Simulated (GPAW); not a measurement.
# Mg5Te (R32) in GPAW: a series of runs

One crystal, Mg5Te, is run at these levels: PBEsol, LDA; tasks: band structure.

Everything below comes from runs of GPAW 26.7.0. Logs are shortened: lines on timing, memory, paths and dates and some standing lists are left out, and cuts for length are marked. The log counts tension as positive stress, the text compression.

## 1. The crystal as given

The structure is trigonal, space group R32 (No. 155). Conventional cell: a = 5.578 Å, b = 5.578 Å, c = 15.855 Å, α = 90.00°, β = 90.00°, γ = 120.00°. Te (site symmetry 32) has 12 Mg at 3.22 to 3.23 Å as nearest neighbours. Mg (site symmetry 3) is surrounded by 9 Mg at 3.19 to 3.27 Å and 3 Te at 3.22 Å. Around Mg (site symmetry 2) lie 10 Mg at 3.19 to 3.27 Å and 2 Te at 3.23 Å.

The cell comes from a database or a generator and needn't be the stable form of this composition.

## 2. Band structure, PBEsol

File run.py:

```python
from ase import Atoms
from ase.dft.bandgap import bandgap
from ase.io import write
from ase.units import GPa
from gpaw import GPAW, PW, setup_paths

setup_paths.insert(0, '.')

atoms = Atoms(['Te', 'Mg', 'Mg', 'Mg', 'Mg', 'Mg'],
              cell=[[2.7888620199, 1.6101502379, 5.2849918958],
                    [-2.7888620199, 1.6101502379, 5.2849918958],
                    [0.0, -3.2203004759, 5.2849918958]],
              scaled_positions=[[0.5, 0.5, 0.5],
                                [0.829808, 0.829808, 0.829808],
                                [0.170192, 0.170192, 0.170192],
                                [0.0, 0.668453, 0.331547],
                                [0.331547, 0.0, 0.668453],
                                [0.668453, 0.331547, 0.0]],
              pbc=True)

calc = GPAW(mode=PW(800),
            xc='PBEsol',
            kpts={'size': (4, 4, 4), 'gamma': True},
            occupations={'name': 'fermi-dirac', 'width': 0.05},
            nbands=45,
            convergence={'density': 1e-05, 'energy': 1e-05},
            maxiter=150,
            txt='gpaw.txt')
atoms.calc = calc
energy = atoms.get_potential_energy()
forces = atoms.get_forces()
stress = atoms.get_stress()
calc.write('gs.gpw')
write('result.traj', atoms)
print(f'Energy: {energy:.6f} eV')
print('Forces (eV/A):')
print(forces.round(4))
print('Stress (GPa):', (stress / GPa).round(3))
print('Fermi level:', round(calc.get_fermi_level(), 4), 'eV')
print(f'Gap: {bandgap(calc)[0]:.4f} eV, direct: {bandgap(calc, direct=True)[0]:.4f} eV')

path = atoms.cell.bandpath('GLB1,BZGX,QFP1Z,LP', npoints=100, eps=1e-4)
bs_calc = calc.fixed_density(kpts=path, symmetry='off', nbands=72,
                             convergence={'bands': 'CBM+6.0', 'eigenstates': 1e-6}, txt='bands.txt')
bs = bs_calc.band_structure()
bs.write('bs.json')
print(f'Gap on the path: {bandgap(bs_calc)[0]:.4f} eV')
```

Potentials or basis: PAW data sets generated in the run's folder for this functional, pw.

Started as:

```console
> gpaw-setup -f PBEsol Mg Te
> OMP_NUM_THREADS=1 python run.py
```

gpaw.txt:

```text
__  _  _
 | _ |_)|_||  |
 |__||  | ||/\| - 26.7.0

Input parameters:
  mode=PW(ecut=800.0),
  convergence={'density': 1e-05, 'energy': 1e-05},
  kpts=MonkhorstPack(size=(4, 4, 4), gamma=True),
  maxiter=150,
  nbands=45,
  occupations=Occupations(name='fermi-dirac', width=0.05),
  xc=XC(name='PBEsol')

Diagonalizing LCAO Hamiltonian
Converting LCAO to pw mode

             Mg

             Te

                Mg
        Mg
              Mg

             Mg

Atoms  # Å, Bohr magnetons
|   | symbol |         x |         y |         z |    initial magnetic moments |
|---|--------|-----------|-----------|-----------|-----------------------------|
| 0 |     Te |  0.000000 | -0.000000 |  7.927488 | ( 0.0000,  0.0000,  0.0000) |
| 1 |     Mg | -0.000000 | -0.000000 | 13.156586 | ( 0.0000,  0.0000,  0.0000) |
| 2 |     Mg |  0.000000 | -0.000000 |  2.698390 | ( 0.0000,  0.0000,  0.0000) |
| 3 |     Mg | -1.864223 |  0.008629 |  5.284992 | ( 0.0000,  0.0000,  0.0000) |
| 4 |     Mg |  0.924639 | -1.618779 |  5.284992 | ( 0.0000,  0.0000,  0.0000) |
| 5 |     Mg |  0.939584 |  1.610150 |  5.284992 | ( 0.0000,  0.0000,  0.0000) |

Unit cell  # Å
| periodic |         x |         y |        z |  lengths |    angles |
|----------|-----------|-----------|----------|----------|-----------|
|      yes |  2.788862 |  1.610150 | 5.284992 | 6.188819 | 53.568113 |
|      yes | -2.788862 |  1.610150 | 5.284992 | 6.188819 | 53.568113 |
|      yes |  0.000000 | -3.220300 | 5.284992 | 6.188819 | 53.568113 |

Number of symmetries: 6
Symmetry operations  # r_c * U_cc + t_c -> r_c
|   | kind |            matrix            |
|---|------|------------------------------|
| 0 |  E   |  1, 0, 0,  0, 1, 0,  0, 0, 1 |
| 1 |  C3  |  0, 1, 0,  0, 0, 1,  1, 0, 0 |
| 2 |  C3  |  0, 0, 1,  1, 0, 0,  0, 1, 0 |
| 3 |  C2  |  0, 0,-1,  0,-1, 0, -1, 0, 0 |
| 4 |  C2  |  0,-1, 0, -1, 0, 0,  0, 0,-1 |
| 5 |  C2  | -1, 0, 0,  0, 0,-1,  0,-1, 0 |

BZ-sampling:
  Number of BZ points: 64
  Number of IBZ points: 13

  Monkhorst-Pack size: [4, 4, 4]
  Monkhorst-Pack shift: [0.125, 0.125, 0.125]

K-points  # in reciprocal-cell coordinates
|     |                                coordinates |     weight |
|-----|--------------------------------------------|------------|
|   0 | (  0.00000000,   0.00000000,   0.00000000) | 0.01562500 |
|   1 | (  0.25000000,   0.00000000,  -0.25000000) | 0.09375000 |
|   2 | (  0.25000000,   0.00000000,   0.00000000) | 0.09375000 |
|   3 | (  0.25000000,   0.25000000,  -0.25000000) | 0.09375000 |
|   4 | (  0.25000000,   0.25000000,   0.00000000) | 0.09375000 |
|   5 | (  0.25000000,   0.25000000,   0.25000000) | 0.03125000 |
|   6 | (  0.50000000,   0.00000000,   0.00000000) | 0.04687500 |
|   7 | (  0.50000000,   0.25000000,  -0.25000000) | 0.09375000 |
|   8 | (  0.50000000,   0.25000000,   0.00000000) | 0.18750000 |
|   9 | (  0.50000000,   0.25000000,   0.25000000) | 0.09375000 |
| ... |                                            |            |
|  12 | (  0.50000000,   0.50000000,   0.50000000) | 0.01562500 |

Plane wave coefficients: 7344
Cutoff: 800.0 eV

Spin-components: 1 (collinear spins)
Bands:           45
Projectors:      30
Spin-degeneracy: 2
Datatype:        complex128

Parallelization:
  kpt:    1
  domain: 1
  band:   1

Density:
  Valence electrons: 56.0
  Components: 1
  Grid points: [42 42 42]
  Charge: 0.0  # |e|

Potential:
  Grid points: [42 42 42]

species:
  Te:
    name:    Tellurium
    Z:       52.0
    valence: 6
    core:    46
    charge:  0.0  # [|e|]
    compensation charges:
      type: gauss
      rc: 0.36  # [Å]
      lmax: 2
    cutoffs:
      filter: 2.09  # [Å]
      core: 3.17  # [Å]
    projectors
    | kind |    occ | energy [eV] | rcut [Å] |
    |------|--------|-------------|----------|
    |   5s |  2.000 |     -15.132 |    1.180 |
    |   5p |  4.000 |      -5.970 |    1.196 |
    |    s |        |      12.080 |    1.180 |
    |    p |        |      21.241 |    1.196 |
    |    d |        |       0.000 |    1.238 |

    Using partial waves for Te as LCAO basis

  Mg:
    name:    Magnesium
    Z:       12.0
    valence: 10
    core:    2
    charge:  0.0  # [|e|]
    compensation charges:
      type: gauss
      rc: 0.33  # [Å]
      lmax: 2
    cutoffs:
      filter: 1.86  # [Å]
      core: 0.54  # [Å]
    projectors
    | kind |    occ | energy [eV] | rcut [Å] |
    |------|--------|-------------|----------|
    |   2s |  2.000 |     -79.588 |    1.090 |
    |   3s |  2.000 |      -4.679 |    1.090 |
    |   2p |  6.000 |     -46.550 |    1.085 |
    |   3p |  0.000 |      -1.306 |    1.085 |
    |    d |        |       0.000 |    1.037 |

    Using partial waves for Mg as LCAO basis

Reference energy: -211900.335236  # eV

eigensolver:
  PPCG
  Converge bands: occupied
  niter=2

density mixing:
  MSR1-Mixer
  Pratt-step length: 0.05
  Maximum mixing coefficient: 0.75
  Old densities: 10
  SVD Regularization: 0.005
  Good broyden scale: 1.0
  Trust region scale: 1.0
  Backstep threshold: 4.0
  History deletion threshold: 6.0
  Fourier metric: weight=20.0, sigma=0.015

occupation numbers:
  Fermi-Dirac:
    width: 0.0500  # eV

poisson solver:
  ecut: 6400.0  # eV

xc functional:
  name: PBEsol with 2 nearest neighbor stencil

convergence criteria:
- Maximum integral of absolute [dens]ity change: 1e-05 electrons / valence electron
- Maximum [total energy] change in last 3 cyles: 1e-05 eV / valence electron
- Maximum integral of absolute [eigenst]ate change: 4e-08 eV^2 / valence electron
maximum number of iterations: 150

SCF iterations
|iter     | |      energy | eigst |  dens |
|---------|-|-------------|-------|-------|
|iter:   1| |  -13.404846 | +0.36 |       |
|iter:   2| |  -13.425039 | -1.94 | -1.53 |
|iter:   3| |  -13.392633 | -2.12 | -1.55 |
|iter:   4| |  -13.355241 | -2.70 | -1.91 |
|iter:   5| |  -13.353696 | -3.96 | -2.38 |
|iter:   6| |  -13.353781 | -4.83 | -2.79 |
|iter:   7| |  -13.353724c| -5.68 | -3.36 |
|iter:   8| |  -13.353743c| -6.38 | -3.79 |
|iter:   9| |  -13.353742c| -7.31 | -4.36 |
|iter:  10| |  -13.353742c| -8.12c| -5.23c|

Converged in 10 steps
Energy contributions relative to reference atoms: (reference = -211900.335236)

Energy contributions:
  Kinetic:          -3.283001
  Coulomb:           9.339268
  Zero:             -0.075917
  External:          0.000000
  Xc:              -19.323110
  Entropy:          -0.021965
  Spinorbit:         0.000000
  ----------------------------
  Free energy:     -13.364725
  Extrapolated:    -13.353742

dipole moment: (8.032081, 4.637324, -7.610764)  # |e|*Ang

Fermi level: 4.561
Eigenvalues  # (at kpt = [0.000, 0.000, 0.000])
| band index |      eig [eV] | occ [0-2] |
|------------|---------------|-----------|
|          0 |       -71.602 |     2.000 |
|        ... |               |           |
|         21 |        -0.498 |     2.000 |
|         22 |         0.511 |     2.000 |
|         23 |         0.998 |     2.000 |
|         24 |         0.998 |     2.000 |
|         25 |         3.362 |     2.000 |
|         26 |         3.819 |     2.000 |
[... 8 lines left out ...]
|         35 |        10.432 |     0.000 |
|         36 |        11.540 |     0.000 |
|        ... |               |           |
|         44 |        14.970 |     0.000 |

No gap
No difference between direct/indirect transitions

Forces  # eV/Ang
|        x |        y |        z |
|----------|----------|----------|
|  0.00000 |  0.00000 | -0.00000 |  # Te   0
|  0.00000 |  0.00000 | -0.01522 |  # Mg   1
| -0.00000 | -0.00000 |  0.01522 |  # Mg   2
| -0.00483 |  0.00836 | -0.00000 |  # Mg   3
| -0.00483 | -0.00836 |  0.00000 |  # Mg   4
|  0.00965 | -0.00000 |  0.00000 |  # Mg   5

Stress tensor  # eV/Ang^3
|         x |         y |         z |
|-----------|-----------|-----------|
|  0.001269 | -0.000000 | -0.000000 |
|  0.000000 |  0.001269 |  0.000000 |
| -0.000000 |  0.000000 |  0.014955 |

# Writing to gs.gpw (mode='')
```

Wall time 12 min (1 thread of Arm Neoverse V2, shared host); peak memory 1.4 GiB.

Results:

```yaml
Free_energy: -13.3647 eV
Pressure: -0.9 GPa
Largest_force: 0.015 eV/Å
Band_gap_along_the_path: none (metal or under the smearing width)
```

Forces in eV/Å, atoms in the order of the input:
```
Te   0.000  0.000  0.000
Mg   0.000  0.000 -0.015
Mg   0.000  0.000  0.015
Mg  -0.005  0.008  0.000
Mg  -0.005 -0.008  0.000
Mg   0.010  0.000  0.000
```

Stress tensor (GPa, compression positive):
```
-0.20  0.00  0.00
 0.00 -0.20  0.00
 0.00  0.00 -2.40
```

Levels at the corners of the path, in eV from the Fermi level:
```tsv
point	band 25	band 26	band 27	band 28	band 29	band 30	band 31	band 32
Γ	-3.56	-1.20	-0.74	-0.38	-0.38	0.62	1.07	1.07
L	-3.58	-1.65	-1.47	-0.74	-0.32	1.08	2.31	2.34
B1	-2.60	-1.88	-1.05	-0.63	1.14	1.24	2.23	3.24
B	-2.60	-1.88	-1.05	-0.63	1.14	1.24	2.23	3.24
Z	-3.38	-1.29	-0.72	-0.72	0.06	1.25	1.95	1.95
Γ	-3.56	-1.20	-0.74	-0.38	-0.38	0.62	1.07	1.07
X	-3.35	-1.50	-0.99	-0.28	0.30	1.53	2.33	2.96
Q	-3.35	-1.50	-0.99	-0.28	0.30	1.53	2.33	2.96
F	-3.86	-2.65	-0.29	0.91	1.22	1.30	2.44	3.18
P1	-3.16	-2.12	-0.93	0.26	0.46	1.95	2.06	2.56
Z	-3.38	-1.29	-0.72	-0.72	0.06	1.25	1.95	1.95
L	-3.58	-1.65	-1.47	-0.74	-0.32	1.08	2.31	2.34
P	-3.16	-2.12	-0.93	0.26	0.46	1.95	2.06	2.56
```

Caveat: spin-orbit coupling is left out, which moves the levels of the heavy elements.

## 3. Band structure, LDA

Edit run.py of step 2 so:

```diff
@@ -4,5 +4,3 @@
 from ase.units import GPa
-from gpaw import GPAW, PW, setup_paths
-
-setup_paths.insert(0, '.')
+from gpaw import GPAW, PW
 
@@ -21,3 +19,3 @@
 calc = GPAW(mode=PW(800),
-            xc='PBEsol',
+            xc='LDA',
             kpts={'size': (4, 4, 4), 'gamma': True},
```

Potentials or basis: the program's PAW data sets (release 1.2.1) made for this functional, pw.

Started as:

```console
> OMP_NUM_THREADS=1 python run.py
```

Wall time 12 min (1 thread of Arm Neoverse V2, shared host); peak memory 1.4 GiB.

Results (log left out):

```
Free energy             : -13.9333 eV
Pressure                : -2.2 GPa
Largest force           : 0.029 eV/Å
Band gap along the path : none (metal or under the smearing width)
```

Forces on the atoms (eV/Å):
```
Te   0.000  0.000  0.000
Mg   0.000  0.000 -0.029
Mg   0.000  0.000  0.029
Mg  -0.003  0.005  0.000
Mg  -0.003 -0.005  0.000
Mg   0.006  0.000  0.000
```

Stress tensor (GPa, compression positive):
```
-1.47  0.00  0.00
 0.00 -1.47  0.00
 0.00  0.00 -3.71
```

Levels at the corners of the path, in eV from the Fermi level:
```csv
point,band 24,band 25,band 26,band 27,band 28,band 29,band 30,band 31,band 32,band 33
Γ,-3.53,-3.53,-1.23,-0.72,-0.35,-0.35,0.62,1.10,1.10,1.13
L,-3.91,-3.59,-1.65,-1.46,-0.73,-0.32,1.10,2.24,2.35,2.93
B1,-4.92,-2.58,-1.88,-1.05,-0.62,1.16,1.20,2.24,3.24,3.49
B,-4.92,-2.58,-1.88,-1.05,-0.62,1.16,1.20,2.24,3.24,3.49
Z,-3.65,-3.40,-1.29,-0.68,-0.68,0.04,1.26,1.95,1.95,2.66
Γ,-3.53,-3.53,-1.23,-0.72,-0.35,-0.35,0.62,1.10,1.10,1.13
X,-4.43,-3.34,-1.50,-0.97,-0.29,0.30,1.52,2.33,2.96,3.51
Q,-4.43,-3.34,-1.50,-0.97,-0.29,0.30,1.52,2.33,2.96,3.51
F,-4.24,-3.86,-2.65,-0.29,0.92,1.20,1.27,2.50,3.21,3.49
P1,-4.13,-3.15,-2.11,-0.93,0.26,0.44,1.97,2.05,2.55,3.55
Z,-3.65,-3.40,-1.29,-0.68,-0.68,0.04,1.26,1.95,1.95,2.66
L,-3.91,-3.59,-1.65,-1.46,-0.73,-0.32,1.10,2.24,2.35,2.93
P,-4.13,-3.15,-2.11,-0.93,0.26,0.44,1.97,2.05,2.55,3.55
```

Caveat: spin-orbit coupling is left out, which moves the levels of the heavy elements.

## 4. For comparison

An earlier run on the cell as given: functional PBEsol; potentials or basis PAW data sets generated in the run's folder for this functional; cutoff 800 eV; basis pw; k mesh 6 × 6 × 6; occupations fermi-dirac, width 0.05 eV; no spin polarisation.

- Pressure: -1.0 GPa
- Largest force: 0.020 eV/Å
- Band gap on the k mesh: none (metal or under the smearing width)

## 5. Overview

```csv
task,level,potentials or basis,k mesh,band path,band points,pressure (GPa),largest force (eV/Å)
band structure,PBEsol,"PAW data sets generated in the run's folder for this functional, pw",4 × 4 × 4,"GLB1,BZGX,QFP1Z,LP",100,-0.9,0.02
band structure,LDA,"the program's PAW data sets (release 1.2.1) made for this functional, pw",4 × 4 × 4,"GLB1,BZGX,QFP1Z,LP",100,-2.2,0.03
single point,PBEsol,"PAW data sets generated in the run's folder for this functional, pw",6 × 6 × 6,-,-,-1.0,0.02
```

Alike in all rows: no spin polarisation; cell as given; cutoff (eV) 800; smearing fermi-dirac 0.05 eV.

Caveats: spin-orbit coupling is left out, which moves the levels of the heavy elements (some runs).

Total energies depend on the potentials used, so only differences within one code and one set of settings carry meaning.
